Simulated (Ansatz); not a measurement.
# Ge2Sb2Te5: the cost of one run

Computed with Ansatz 0.2.0 (DFT PBE, scalar-relativistic, plane waves, PAW, unless a step's input says otherwise).

## (1) The starting structure

It takes space group P-3m1 (No. 164, trigonal). Conventional cell: a = 4.294 Å, b = 4.294 Å, c = 17.101 Å, α = 90.00°, β = 90.00°, γ = 120.00°. Ge (site symmetry 3m) is surrounded by 6 Te at 3.00 to 3.04 Å. Around Sb (site symmetry 3m) lie 6 Te at 3.01 to 3.20 Å. Te (site symmetry -3m) has 6 Ge at 3.04 Å in its first shell of neighbours. Around Te (site symmetry 3m) lie 3 Ge at 3.00 Å and 3 Sb at 3.20 Å. Te (site symmetry 3m) has 3 Sb at 3.01 Å in its first shell of neighbours.

As a file:

```cif
data_structure
_symmetry_space_group_name_H-M 'P 1'
_symmetry_Int_Tables_number 1
_cell_length_a 8.5881
_cell_length_b 8.5881
_cell_length_c 17.1013
_cell_angle_alpha 90.000
_cell_angle_beta 90.000
_cell_angle_gamma 120.000
_cell_volume 1092.34
loop_
_atom_site_label
_atom_site_type_symbol
_atom_site_fract_x
_atom_site_fract_y
_atom_site_fract_z
_atom_site_occupancy
Ge1 Ge 0.16667 0.33333 0.89711 1
Ge2 Ge 0.16667 0.83333 0.89711 1
Ge3 Ge 0.66667 0.33333 0.89711 1
Ge4 Ge 0.66667 0.83333 0.89711 1
Ge5 Ge 0.33333 0.16667 0.10290 1
Ge6 Ge 0.33333 0.66667 0.10290 1
Ge7 Ge 0.83333 0.16667 0.10290 1
Ge8 Ge 0.83333 0.66667 0.10290 1
Sb1 Sb 0.00000 0.00000 0.67993 1
Sb2 Sb 0.00000 0.50000 0.67993 1
Sb3 Sb 0.50000 0.00000 0.67993 1
Sb4 Sb 0.50000 0.50000 0.67993 1
Sb5 Sb 0.00000 0.00000 0.32007 1
Sb6 Sb 0.00000 0.50000 0.32007 1
Sb7 Sb 0.50000 0.00000 0.32007 1
Sb8 Sb 0.50000 0.50000 0.32007 1
Te1 Te 0.00000 0.00000 0.00000 1
Te2 Te 0.00000 0.50000 0.00000 1
Te3 Te 0.50000 0.00000 0.00000 1
Te4 Te 0.50000 0.50000 0.00000 1
Te5 Te 0.33333 0.16667 0.79846 1
Te6 Te 0.33333 0.66667 0.79846 1
Te7 Te 0.83333 0.16667 0.79846 1
Te8 Te 0.83333 0.66667 0.79846 1
Te9 Te 0.16667 0.33333 0.20154 1
Te10 Te 0.16667 0.83333 0.20154 1
Te11 Te 0.66667 0.33333 0.20154 1
Te12 Te 0.66667 0.83333 0.20154 1
Te13 Te 0.16667 0.33333 0.58011 1
Te14 Te 0.16667 0.83333 0.58011 1
Te15 Te 0.66667 0.33333 0.58011 1
Te16 Te 0.66667 0.83333 0.58011 1
Te17 Te 0.33333 0.16667 0.41989 1
Te18 Te 0.33333 0.66667 0.41989 1
Te19 Te 0.83333 0.16667 0.41989 1
Te20 Te 0.83333 0.66667 0.41989 1
```

The runs take a perfect supercell of 36 atoms; the defect goes to fractional position (0.000, 0.000, 0.000).

## (2) The perfect supercell

input.yaml

```yaml
crystal:
  lattice:
    - [8.588129, 0.0, 0.0]
    - [-4.294064, 7.437538, 0.0]
    - [0.0, 0.0, 17.101346]
  atoms:
    - { symbol: Ge, position: [0.166667, 0.333333, 0.897105] }
    - { symbol: Ge, position: [0.166667, 0.833333, 0.897105] }
    - { symbol: Ge, position: [0.666667, 0.333333, 0.897105] }
    - { symbol: Ge, position: [0.666667, 0.833333, 0.897105] }
    - { symbol: Ge, position: [0.333333, 0.166667, 0.102895] }
    - { symbol: Ge, position: [0.333333, 0.666667, 0.102895] }
    - { symbol: Ge, position: [0.833333, 0.166667, 0.102895] }
    - { symbol: Ge, position: [0.833333, 0.666667, 0.102895] }
    - { symbol: Sb, position: [0.0, 0.0, 0.679932] }
    - { symbol: Sb, position: [0.0, 0.5, 0.679932] }
    - { symbol: Sb, position: [0.5, 0.0, 0.679932] }
    - { symbol: Sb, position: [0.5, 0.5, 0.679932] }
    - { symbol: Sb, position: [0.0, 0.0, 0.320068] }
    - { symbol: Sb, position: [0.0, 0.5, 0.320068] }
    - { symbol: Sb, position: [0.5, 0.0, 0.320068] }
    - { symbol: Sb, position: [0.5, 0.5, 0.320068] }
    - { symbol: Te, position: [0.0, 0.0, 0.0] }
    - { symbol: Te, position: [0.0, 0.5, 0.0] }
    - { symbol: Te, position: [0.5, 0.0, 0.0] }
    - { symbol: Te, position: [0.5, 0.5, 0.0] }
    - { symbol: Te, position: [0.333333, 0.166667, 0.798458] }
    - { symbol: Te, position: [0.333333, 0.666667, 0.798458] }
    - { symbol: Te, position: [0.833333, 0.166667, 0.798458] }
    - { symbol: Te, position: [0.833333, 0.666667, 0.798458] }
    - { symbol: Te, position: [0.166667, 0.333333, 0.201542] }
    - { symbol: Te, position: [0.166667, 0.833333, 0.201542] }
    - { symbol: Te, position: [0.666667, 0.333333, 0.201542] }
    - { symbol: Te, position: [0.666667, 0.833333, 0.201542] }
    - { symbol: Te, position: [0.166667, 0.333333, 0.580108] }
    - { symbol: Te, position: [0.166667, 0.833333, 0.580108] }
    - { symbol: Te, position: [0.666667, 0.333333, 0.580108] }
    - { symbol: Te, position: [0.666667, 0.833333, 0.580108] }
    - { symbol: Te, position: [0.333333, 0.166667, 0.419892] }
    - { symbol: Te, position: [0.333333, 0.666667, 0.419892] }
    - { symbol: Te, position: [0.833333, 0.166667, 0.419892] }
    - { symbol: Te, position: [0.833333, 0.666667, 0.419892] }
basis:
  ecutwfc: 420
  fft_grid_basis: typed
kpoints:
  mp_grid: { grid: [3, 3, 1] }
hamiltonian:
  xc: pbe
  pseudopotentials: { kind: paw }
scf:
  occupations: { method: gaussian, width: 0.05 }
output:
  forces: true
  stress: false
  eigenvalues: true
  bader: false
  write_density: true
  volumetric_format: npy
```

Command:

```
$ ansatz run input.yaml --threads 8 --pin off --max-ram 16384MiB --backend cpu --events-out ev --progress --plain --runs-dir out
```

What time and memory should one allow on 8 threads of AMD EPYC 7R43 (Zen 3), shared host?

About 14 s, with a peak of 4.8 GiB.
